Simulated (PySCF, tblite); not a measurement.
# C14H10S2: electronic excitations, NMR shifts

Wanted: electronic excitations, NMR shifts for C14H10S2 (`C=Cc1cccc2c1Sc1ccccc1S2`).

Programs: tblite 0.8.0 and PySCF 2.14.0, with routines of our own; each step states its level. All values are computed. Atoms count from 0.

### 1 The system as given

26 atoms, charge 0, multiplicity 1; geometry from: force field, distance geometry or constructed start.

### 2 Relaxing the molecule with GFN2-xTB

What the job is given:

```
{"job": {"kind": "relax", "xc": "GFN2-xTB", "basis": "xTB"}, "charge": 0, "multiplicity": 1}
C     -3.458500    -1.821700    -0.992100
C     -3.057800    -0.905600    -0.105500
C     -2.192100     0.237300    -0.447300
C     -2.630700     1.098600    -1.483500
C     -1.886700     2.212400    -1.834200
C     -0.702200     2.496400    -1.172100
C     -0.240700     1.665400    -0.140700
C     -0.986900     0.530600     0.238400
S     -0.440600    -0.540800     1.581400
C      1.319400    -0.568500     1.331200
C      1.992800    -1.777100     1.563100
C      3.376800    -1.863800     1.411000
C      4.101800    -0.737600     1.033000
C      3.448100     0.469700     0.795900
C      2.051600     0.569200     0.943000
S      1.290700     2.151300     0.656100
H     -4.084900    -2.651100    -0.677300
H     -3.182200    -1.776400    -2.038700
H     -3.339100    -1.000000     0.949400
H     -3.561600     0.896700    -1.996700
H     -2.236200     2.871000    -2.631700
H     -0.131400     3.380000    -1.460000
H      1.446000    -2.657100     1.878800
H      3.884800    -2.808700     1.593200
H      5.184700    -0.796900     0.911900
H      4.022400     1.340100     0.507900
```

Run with:

```
OMP_NUM_THREADS=1 python large_run.py task.json out
```

This one command runs all jobs of the session in turn.

Standard output:

```text
step      E/eV     max force
  0   -1129.77365    0.876
  1   -1129.82633    0.579
  2   -1129.86190    0.389
  3   -1129.88014    0.362
  4   -1129.88515    0.191
  5   -1129.89031    0.177
  6   -1129.89868    0.280
  7   -1129.90503    0.272
  8   -1129.91119    0.160
  9   -1129.91438    0.100
 10   -1129.91653    0.093
 11   -1129.91854    0.108
 12   -1129.92067    0.088
 13   -1129.92227    0.073
 14   -1129.92334    0.068
 15   -1129.92440    0.090
 16   -1129.92588    0.093
 17   -1129.92763    0.085
 18   -1129.92928    0.085
 19   -1129.93076    0.083
 20   -1129.93236    0.093
 21   -1129.93427    0.084
 22   -1129.93603    0.074
 23   -1129.93717    0.056
 24   -1129.93797    0.060
 25   -1129.93883    0.078
 26   -1129.93986    0.085
 27   -1129.94089    0.067
 28   -1129.94183    0.057
 29   -1129.94274    0.058
 30   -1129.94371    0.069
 31   -1129.94468    0.062
 32   -1129.94555    0.062
 33   -1129.94638    0.057
 34   -1129.94720    0.072
 35   -1129.94798    0.069
 36   -1129.94866    0.055
 37   -1129.94927    0.062
 38   -1129.94994    0.074
 39   -1129.95060    0.105
 40   -1129.95136    0.092
 41   -1129.95214    0.057
 42   -1129.95298    0.059
 43   -1129.95363    0.080
 44   -1129.95443    0.096
 45   -1129.95504    0.074
 46   -1129.95562    0.053
 47   -1129.95613    0.043
 48   -1129.95654    0.042
 49   -1129.95683    0.037
 50   -1129.95705    0.042
 51   -1129.95726    0.038
 52   -1129.95745    0.030
 53   -1129.95762    0.028
 54   -1129.95780    0.039
 55   -1129.95803    0.040
 56   -1129.95825    0.032
 57   -1129.95850    0.036
 58   -1129.95875    0.035
 59   -1129.95907    0.040
 60   -1129.95946    0.048
 61   -1129.95985    0.044
 62   -1129.96019    0.039
 63   -1129.96051    0.037
 64   -1129.96084    0.043
 65   -1129.96116    0.044
 66   -1129.96142    0.033
 67   -1129.96163    0.028
 68   -1129.96179    0.029
 69   -1129.96190    0.020
```

Run time: 1.1 s. Hardware: 1 thread of Arm Neoverse V1, shared host; peak memory 0.19 GiB.

Relaxation path:

| step | energy from step 0 (eV) | largest force (eV/Å) |
| --- | --- | --- |
| 0 | 0.0000 | 0.8762 |
| 1 | -0.0527 | 0.5791 |
| 2 | -0.0883 | 0.3889 |
| 3 | -0.1065 | 0.3618 |
| 4 | -0.1115 | 0.1909 |
| 5 | -0.1167 | 0.1765 |
| 6 | -0.1250 | 0.2798 |
| 7 | -0.1314 | 0.2721 |
| 8 | -0.1375 | 0.1603 |
| 13 | -0.1486 | 0.0733 |
| 18 | -0.1556 | 0.0849 |
| 23 | -0.1635 | 0.0552 |
| 28 | -0.1682 | 0.0567 |
| 33 | -0.1727 | 0.0561 |
| 39 | -0.1769 | 0.1058 |
| 44 | -0.1808 | 0.0958 |
| 49 | -0.1832 | 0.0365 |
| 54 | -0.1841 | 0.0392 |
| 59 | -0.1854 | 0.0397 |
| 65 | -0.1875 | 0.0440 |
| 66 | -0.1878 | 0.0331 |
| 67 | -0.1880 | 0.0276 |
| 68 | -0.1881 | 0.0292 |
| 69 | -0.1882 | 0.0201 |

Distances of close pairs at the start and the end, largest changes first:

| bond | before (Å) | after (Å) | change (Å) |
| --- | --- | --- | --- |
| C7–S8 | 1.803 | 1.779 | -0.024 |
| C2–C3 | 1.417 | 1.394 | -0.023 |
| C6–C7 | 1.410 | 1.388 | -0.022 |
| C9–C14 | 1.408 | 1.388 | -0.020 |
| C13–C14 | 1.408 | 1.388 | -0.020 |
| C6–S15 | 1.793 | 1.776 | -0.018 |
| C9–C10 | 1.403 | 1.388 | -0.015 |
| C5–C6 | 1.403 | 1.388 | -0.015 |

The final coordinates are the input of the step that follows.

### 3 Infrared spectrum with GFN2-xTB

What the job is given:

```
{"job": {"kind": "ir", "xc": "GFN2-xTB", "basis": "xTB"}, "charge": 0, "multiplicity": 1}
C     -3.615064    -1.714717    -0.963531
C     -2.876615    -1.012868    -0.114466
C     -2.113454     0.181252    -0.468304
C     -2.514603     1.006495    -1.517251
C     -1.793406     2.134580    -1.860619
C     -0.643896     2.457144    -1.165410
C     -0.236128     1.661136    -0.104183
C     -0.964795     0.535947     0.254313
S     -0.455928    -0.466200     1.632950
C      1.293028    -0.529259     1.354704
C      1.944718    -1.740424     1.540801
C      3.315349    -1.819568     1.381588
C      4.037467    -0.695015     1.012510
C      3.388857     0.507189     0.801037
C      2.015915     0.595991     0.985001
S      1.225208     2.166542     0.768806
H     -4.152294    -2.592242    -0.648680
H     -3.699224    -1.456785    -2.006081
H     -2.789992    -1.334447     0.914529
H     -3.418847     0.766714    -2.055056
H     -2.126564     2.764551    -2.671467
H     -0.061703     3.329508    -1.417798
H      1.367331    -2.606263     1.826596
H      3.819141    -2.760738     1.541086
H      5.107451    -0.755428     0.886008
H      3.935420     1.390471     0.507565
```

Standard output:

```text
mode    cm-1     km/mol
  1      37.2      1.23
  2      51.0      0.45
  3      82.5      0.19
  4     117.4      0.05
  5     155.7      0.39
  6     197.5      0.87
  7     204.5      1.80
  8     222.9      1.04
  9     265.1      0.36
 10     287.6      2.31
 11     304.5      0.14
 12     367.6      0.16
 13     400.7      1.06
 14     409.7      2.15
 15     431.6      0.65
 16     457.8      1.48
 17     465.4      0.17
 18     481.4      0.16
 19     492.4      0.08
 20     519.7      3.74
 21     599.7      6.87
 22     631.4      1.73
 23     647.4      6.02
 24     650.7      0.75
 25     702.0      0.66
 26     715.0      0.28
 27     722.2      0.23
 28     772.4     25.60
 29     799.5     24.80
 30     853.1      4.90
 31     874.2      0.29
 32     887.8      0.24
 33     893.7     10.85
 34     908.3      0.23
 35     917.5      0.37
 36     921.7      0.03
 37     986.6      5.08
 38    1008.4      6.32
 39    1013.7     14.64
 40    1035.2      8.86
 41    1086.6      0.43
 42    1131.0     29.51
 43    1134.7      8.46
 44    1150.3      0.07
 45    1164.4     12.20
 46    1176.8      1.74
 47    1189.0      2.56
 48    1232.7      3.86
 49    1246.9      4.31
 50    1282.7      1.42
 51    1318.8      0.66
 52    1322.4      0.63
 53    1391.6     27.36
 54    1406.3      7.39
 55    1408.4     10.08
 56    1429.6     13.32
 57    1432.0     12.10
 58    1547.8     10.38
 59    1562.5     21.00
 60    1567.9      9.06
 61    1571.0      0.46
 62    1675.2      0.91
 63    3068.5     16.65
 64    3085.8     10.23
 65    3086.1      2.44
 66    3091.3     17.25
 67    3097.6     13.88
 68    3098.1     34.93
 69    3103.9     41.48
 70    3104.3     11.92
 71    3107.5     25.51
 72    3134.0     28.58
```

Wall time 2.2 s (1 thread of Arm Neoverse V1, shared host); peak memory 0.19 GiB.

Which atoms move in the most intense modes:

| cm⁻¹ | km/mol | atoms |
| --- | --- | --- |
| 772 | 25.6 | H24 25 %, H23 25 %, H22 15 %, H25 15 % |
| 800 | 24.8 | H21 29 %, H20 27 %, H19 20 % |
| 1131 | 29.5 | C9 19 %, C14 18 %, H21 14 % |
| 1392 | 27.4 | C6 22 %, C2 18 %, C7 11 % |
| 3098 | 34.9 | H22 43 %, H25 25 %, H24 11 % |
| 3104 | 41.5 | H24 29 %, H23 21 %, H22 14 %, H25 11 % |
| 3108 | 25.5 | H17 66 %, H16 23 % |
| 3134 | 28.6 | H16 68 %, H17 20 % |

### 4 Electronic excitations: TDDFT BHandHLYP/6-31G*

Settings changed since step 3:

```diff
@@ -1,2 +1,2 @@
-{"job": {"kind": "ir", "xc": "GFN2-xTB", "basis": "xTB"}, "charge": 0, "multiplicity": 1}
+{"job": {"kind": "uv", "basis": "6-31G*", "grid": 1, "kgrid": 0, "vcut": null, "nstates": 8, "ntriplets": 3, "tda": false, "delta": ["ip_vertical", "ea_vertical", "triplet_vertical"], "pop": true, "xc": "BHandHLYP"}, "charge": 0, "multiplicity": 1}
 C     -3.615064    -1.714717    -0.963531
```

With the program's defaults for keys left out, this is: TDDFT BHandHLYP/6-31G*, vertical, gas phase, core orbitals frozen in the response.

Standard output:

```text
start: PBE on a coarse grid of 23548 points
cycle   1  E = -1334.8577810369  dE =  2.652e+00  |g| = 7.027e-01  |ddm| = 5.950e+00
cycle   2  E = -1334.6693395203  dE =  1.884e-01  |g| = 1.071e+00  |ddm| = 2.146e+00
cycle   3  E = -1334.9652265277  dE = -2.959e-01  |g| = 3.210e-01  |ddm| = 1.702e+00
cycle   4  E = -1334.9975817814  dE = -3.236e-02  |g| = 9.405e-02  |ddm| = 5.602e-01
cycle   5  E = -1334.9997101710  dE = -2.128e-03  |g| = 3.529e-02  |ddm| = 1.760e-01
cycle   6  E = -1335.0000368164  dE = -3.266e-04  |g| = 9.385e-03  |ddm| = 5.596e-02
final grid: 101786 points
cycle   7  E = -1335.4888444974  dE = -2.601e-02  |g| = 6.502e-02  |ddm| = 9.213e-01
cycle   8  E = -1335.4895922139  dE = -7.477e-04  |g| = 5.353e-02  |ddm| = 1.915e-01
cycle   9  E = -1335.4903570895  dE = -7.649e-04  |g| = 1.345e-02  |ddm| = 8.950e-02
cycle  10  E = -1335.4903954702  dE = -3.838e-05  |g| = 7.873e-03  |ddm| = 2.635e-02
cycle  11  E = -1335.4904127785  dE = -1.731e-05  |g| = 1.331e-03  |ddm| = 1.129e-02
cycle  12  E = -1335.4904120860  dE =  6.925e-07  |g| = 3.998e-04  |ddm| = 2.913e-03
cycle  13  E = -1335.4904143150  dE = -2.229e-06  |g| = 1.662e-04  |ddm| = 8.906e-04
cycle  14  E = -1335.4904133689  dE =  9.461e-07  |g| = 7.195e-05  |ddm| = 3.348e-04
converged SCF energy = -1335.4904133689
Vertical ionisation energy (delta-SCF) = 7.5402 eV   <S^2> = 0.767
Vertical lowest triplet (delta-SCF) = 3.5628 eV   <S^2> = 2.068

Static polarisability (au): isotropic 170.930, principal 91.124 188.813 232.854

Singlet excitations
state   eV       nm        f      main configurations
  1   4.7548    260.8   0.02175   H->L+1 0.47, H->L 0.35
  2   4.8628    255.0   0.00373   H->L 0.41, H->L+1 0.36
  3   5.1940    238.7   0.18037   H-1->L 0.61, H-1->L+1 0.12
  4   5.2707    235.2   0.01072   H->L+3 0.44, H-1->L+1 0.19
  5   5.4171    228.9   0.17252   H->L+3 0.23, H-1->L+1 0.23, H->L+4 0.23
  6   5.6940    217.7   0.22373   H->L+2 0.71, H-1->L 0.10
  7   5.7922    214.1   0.04082   H-1->L+2 0.35, H->L+4 0.20, H->L 0.12
  8   6.0751    204.1   0.20726   H->L+4 0.35, H-1->L+1 0.19, H->L+3 0.17

Triplet excitations (Tamm-Dancoff, eV): 3.2700 3.7921 4.0996
```

Wall time 1.9 min (1 thread of Arm Neoverse V1, shared host); peak memory 0.61 GiB.

The orbitals next to the gap, with their largest atomic shares:

| orbital | eV | atoms |
| --- | --- | --- |
| HOMO−4 | -8.88 | S15 18 %, S8 16 %, C10 11 % |
| HOMO−3 | -8.18 | C12 13 %, C4 13 %, C7 13 % |
| HOMO−2 | -7.84 | C13 16 %, C10 16 %, C0 13 % |
| HOMO−1 | -7.07 | C5 16 %, C2 14 %, S15 13 % |
| HOMO | -6.80 | S8 26 %, S15 24 %, C7 7 % |
| LUMO | 0.19 | C0 23 %, C5 19 %, C2 17 % |
| LUMO+1 | 0.62 | C9 12 %, C6 12 %, C14 11 % |
| LUMO+2 | 0.93 | C6 12 %, C7 11 %, C14 11 % |
| LUMO+3 | 0.97 | C13 30 %, C10 30 %, C11 10 % |

With each of the 8 states as a Gaussian band of 0.4 eV half-width at 1/e, the curve within the window shown has maxima at 222 nm (ε 20,000) L/(mol cm). Beyond the last state computed it falls off for lack of states. The curve at chosen wavelengths:

(nm, ε (L/mol/cm)): (194, 5502), (198, 8883), (202, 12316), (206, 15282), (210, 17568), (215, 19471), (219, 20278), (223, 20452), (227, 19974), (231, 18834), (235, 17084), (239, 14862), (243, 12390), (248, 9324), (252, 7136), (256, 5308), (260, 3865), (264, 2774), (268, 1971), (272, 1391), (276, 973), (281, 615), (285, 419), (289, 282), (293, 186), (297, 120)

Further results of this job:

| property | computed |
| --- | --- |
| dipole moment (D) | 1.87 |
| polarisability (Å³) | 25.33 |
| HOMO–LUMO gap (eV) | 6.98 |
| −ε(HOMO) (eV) | 6.80 |

### 5 NMR shifts: GIAO B97-D/pcSseg-1

Settings changed since step 4:

```diff
@@ -1,2 +1,2 @@
-{"job": {"kind": "uv", "basis": "6-31G*", "grid": 1, "kgrid": 0, "vcut": null, "nstates": 8, "ntriplets": 3, "tda": false, "delta": ["ip_vertical", "ea_vertical", "triplet_vertical"], "pop": true, "xc": "BHandHLYP"}, "charge": 0, "multiplicity": 1}
+{"job": {"kind": "nmr", "basis": "pcSseg-1", "pop": false, "xc": "B97-D"}, "charge": 0, "multiplicity": 1}
 C     -3.615064    -1.714717    -0.963531
```

Level: GIAO B97-D/pcSseg-1 NMR shielding, non-relativistic, gas phase.

Standard output:

```text
start: PBE on a coarse grid of 23548 points
cycle   1  E = -1334.4868109573  dE =  2.619e+00  |g| = 6.937e-01  |ddm| = 5.888e+00
cycle   2  E = -1334.2848717479  dE =  2.019e-01  |g| = 1.095e+00  |ddm| = 2.001e+00
cycle   3  E = -1334.5880343764  dE = -3.032e-01  |g| = 3.128e-01  |ddm| = 1.656e+00
cycle   4  E = -1334.6176937749  dE = -2.966e-02  |g| = 9.433e-02  |ddm| = 6.036e-01
cycle   5  E = -1334.6197463377  dE = -2.053e-03  |g| = 3.982e-02  |ddm| = 2.046e-01
cycle   6  E = -1334.6201196431  dE = -3.733e-04  |g| = 8.548e-03  |ddm| = 5.749e-02
final grid: 213199 points
cycle   7  E = -1335.3495465487  dE = -2.742e-03  |g| = 1.041e-01  |ddm| = 3.354e-01
cycle   8  E = -1335.3465491477  dE =  2.997e-03  |g| = 1.330e-01  |ddm| = 2.829e-01
cycle   9  E = -1335.3502180872  dE = -3.669e-03  |g| = 4.799e-02  |ddm| = 2.443e-01
cycle  10  E = -1335.3508180266  dE = -5.999e-04  |g| = 1.648e-02  |ddm| = 7.286e-02
cycle  11  E = -1335.3508975714  dE = -7.954e-05  |g| = 2.185e-03  |ddm| = 2.238e-02
cycle  12  E = -1335.3508985084  dE = -9.371e-07  |g| = 7.643e-04  |ddm| = 3.855e-03
cycle  13  E = -1335.3508987010  dE = -1.926e-07  |g| = 3.141e-04  |ddm| = 1.322e-03
cycle  14  E = -1335.3508984858  dE =  2.152e-07  |g| = 1.299e-04  |ddm| = 6.457e-04
cycle  15  E = -1335.3508988079  dE = -3.221e-07  |g| = 4.395e-05  |ddm| = 2.397e-04
converged SCF energy = -1335.3508988079

GIAO shielding tensors (ppm)
atom      isotropic    diamagn.    paramagn.     s11        s22        s33       span
  0 C       65.606     252.651    -187.045    -30.303     64.549    162.571    192.874
  1 C       42.626     252.878    -210.252    -67.445     47.030    148.292    215.737
  2 C       44.411     255.839    -211.428    -34.555     12.637    155.152    189.707
  3 C       58.582     249.316    -190.734    -37.513     45.877    167.381    204.894
  4 C       56.091     255.313    -199.222    -46.502     47.000    167.776    214.279
  5 C       54.081     250.054    -195.973    -41.057     50.027    153.273    194.331
  6 C       42.235     260.321    -218.086    -41.050     35.764    131.992    173.042
  7 C       45.617     261.522    -215.906    -26.560     36.717    126.694    153.254
  8 S      371.244    1061.514    -690.270    194.666    415.396    503.669    309.003
  9 C       43.904     260.736    -216.832    -40.572     37.690    134.594    175.166
 10 C       53.586     249.404    -195.819    -41.941     48.697    154.002    195.943
 11 C       55.874     252.946    -197.073    -46.937     45.328    169.229    216.166
 12 C       55.638     252.801    -197.164    -46.962     44.496    169.379    216.341
 13 C       54.375     247.875    -193.500    -41.054     49.024    155.156    196.210
 14 C       42.439     259.983    -217.545    -41.771     34.292    134.795    176.566
 15 S      345.235    1059.514    -714.279    143.062    389.476    503.167    360.105
 16 H       26.346      27.903      -1.558     24.181     24.738     30.118      5.937
 17 H       26.050      33.351      -7.301     22.920     24.735     30.496      7.576
 18 H       24.145      33.222      -9.077     19.031     21.796     31.607     12.576
 19 H       24.383      32.632      -8.249     20.163     24.631     28.356      8.193
 20 H       24.662      29.386      -4.724     21.157     25.727     27.102      5.946
 21 H       24.425      32.846      -8.421     19.715     23.821     29.738     10.023
 22 H       24.318      33.481      -9.162     19.409     23.640     29.906     10.497
 23 H       24.617      28.740      -4.123     21.115     25.502     27.233      6.118
 24 H       24.609      27.806      -3.197     21.133     25.613     27.080      5.948
 25 H       24.343      32.001      -7.658     19.561     23.735     29.734     10.173
```

Run time: 27 s. Hardware: 1 thread of Arm Neoverse V1, shared host; peak memory 0.61 GiB.

Shifts follow as δ = σ(reference) − σ, with reference shieldings (ppm) from runs at the same level and on the same kind of geometry: ¹H TMS 31.85, ¹³C TMS 181.8. The references are single molecules in the gas phase.

| atoms | environment | σ (ppm) | δ (ppm) |
| --- | --- | --- | --- |
| C6 | aromatic carbon bearing sulfur | 42.2 | 139.5 |
| C14 | aromatic carbon bearing sulfur | 42.4 | 139.3 |
| C1 | alkene CH | 42.6 | 139.1 |
| C9 | aromatic carbon bearing sulfur | 43.9 | 137.9 |
| C2 | substituted aromatic carbon | 44.4 | 137.4 |
| C7 | aromatic carbon bearing sulfur | 45.6 | 136.1 |
| C10 | aromatic CH | 53.6 | 128.2 |
| C5 | aromatic CH | 54.1 | 127.7 |
| C13 | aromatic CH | 54.4 | 127.4 |
| C12 | aromatic CH | 55.6 | 126.1 |
| C11 | aromatic CH | 55.9 | 125.9 |
| C4 | aromatic CH | 56.1 | 125.7 |
| C3 | aromatic CH | 58.6 | 123.2 |
| C0 | terminal =CH2 carbon | 65.6 | 116.2 |
| H18 | hydrogen on an alkene CH | 24.14 | 7.70 |
| H22 | hydrogen on an aromatic CH | 24.32 | 7.53 |
| H25 | hydrogen on an aromatic CH | 24.34 | 7.51 |
| H19 | hydrogen on an aromatic CH | 24.38 | 7.47 |
| H21 | hydrogen on an aromatic CH | 24.42 | 7.42 |
| H24 | hydrogen on an aromatic CH | 24.61 | 7.24 |
| H23 | hydrogen on an aromatic CH | 24.62 | 7.23 |
| H20 | hydrogen on an aromatic CH | 24.66 | 7.19 |
| H17 | hydrogen on a terminal =CH2 carbon | 26.05 | 5.80 |
| H16 | hydrogen on a terminal =CH2 carbon | 26.35 | 5.50 |
| S15 | sulfide sulfur | 345 | – |
| S8 | sulfide sulfur | 371 | – |

Ring of atoms C2, C3, C4, C5, C6, C7: NICS(0) -7.0, NICS(1) -9.4, NICS(1)zz -21.5 ppm (means of both faces).

Ring of atoms C6, C7, S8, C9, C14, S15: NICS(0) -2.8, NICS(1) -3.8, NICS(1)zz 1.4 ppm (means of both faces).

Ring of atoms C9, C10, C11, C12, C13, C14: NICS(0) -7.8, NICS(1) -10.2, NICS(1)zz -24.4 ppm (means of both faces).

### 6 Outcome

```
                                 quantity                                                                                                 value
strongest single infrared mode (GFN2-xTB)                                                                                  3104 cm⁻¹, 41 km/mol
             zero-point energy (GFN2-xTB)                                                                                        118.5 kcal/mol
        lowest singlet (BHandHLYP/6-31G*)                                                                           4.75 eV (261 nm), f = 0.022
 brightest single state of those computed                                                                           state 6, 5.69 eV, f = 0.224
                           lowest triplet                                                                                               3.27 eV
  ¹³C shifts against TMS (B97-D/pcSseg-1)  139.5, 139.3, 139.1, 137.9, 137.4, 136.1, 128.2, 127.7, 127.4, 126.1, 125.9, 125.7, 123.2, 116.2 ppm
   ¹H shifts against TMS (B97-D/pcSseg-1)                                        7.70, 7.53, 7.51, 7.47, 7.42, 7.24, 7.23, 7.19, 5.80, 5.50 ppm
         shieldings of S (B97-D/pcSseg-1)                                                                               S15 345.2, S8 371.2 ppm
```

In words: All 72 modes are real, so the xTB geometry is a minimum. GFN2-xTB is a fitted tight-binding method: band positions and strengths are rough. Its intensities can rank the bands wrongly. The lowest singlet, at 4.75 eV, is HOMO→LUMO+1 0.47, HOMO→LUMO 0.35 and is weak; of the 8 states computed, the strongest absorption comes from state 6 at 5.69 eV (the last state computed is bright too, and its partners may lie past the list). The lowest triplet lies 1.48 eV below the lowest singlet (triplets in Tamm-Dancoff, singlets in full TDDFT). At B97-D/pcSseg-1: The largest span, 360 ppm, is at S15, where the paramagnetic term is -714 ppm. NICS(1)zz of -22 ppm above the planar ring from C2 marks a diatropic (aromatic) ring current. NICS(1)zz of -24 ppm above the planar ring from C9 marks a diatropic (aromatic) ring current.
